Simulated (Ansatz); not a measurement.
Runs of Ansatz 0.2.0 on TiBr2. It takes space group R-3m (No. 166, trigonal). Conventional cell: a = 4.143 Å, b = 4.143 Å, c = 18.790 Å, α = 90.00°, β = 90.00°, γ = 120.00°. Ti (site symmetry -3m) has 6 Br at 2.84 Å as nearest neighbours. Around Br (site symmetry 3m) lie 3 Ti at 2.84 Å. The cell was built by a generator and needn't be a form met in nature.

| level | spin | U | fixed moment (μB) | cutoff (eV) | gap on the mesh (eV) | pressure (GPa) | moment (μB) | largest force (eV/Å) |
| --- | --- | --- | --- | --- | --- | --- | --- | --- |
| LDA+U | collinear, random start | Ti d U = 7 eV | - | 420 | 3.64 | -3.3 | 2.00 | 0.44 |
| LDA+U | collinear, ferromagnetic start | Ti d U = 7 eV | - | 420 | 3.64 | -3.3 | 2.00 | 0.44 |
| r2SCAN+U | non-collinear, random start | Ti d U = 2 eV | - | 500 | 2.70 | -3.1 | 2.00 | (a) |
| LDA+U | off | Ti d U = 6 eV | - | 420 | (c) | -6.3 | - | 0.74 |
| LDA+U | collinear, program default start | Ti d U = 7 eV | 0 | 420 | - | -3.5 | 0.00 | (b) |

Alike in all rows: task single point; potentials or basis Ansatz PAW; cell as given; k mesh 5 × 5 × 5; smearing gaussian 0.05 eV.

Task: Estimate the missing entries.

Result: (a) 0.54; (b) 0.45; (c) none.

Caveats: the PAW data sets come from PBE, with cores solved anew for the run's functional, which leaves a small shift of forces and pressure; the magnetic or orbital state may not be the lowest (some runs); odd divisions of the mesh miss points on the zone boundary, where band edges often lie, so the gap on the mesh can be too wide (some runs); U without spin polarisation on a metal has little footing (some runs); the total moment is fixed, so each spin has its own Fermi level (some runs); the thresholds are loose for stress (some runs).

A k mesh can miss the band edges, and the runs leave out spin-orbit coupling on Br.
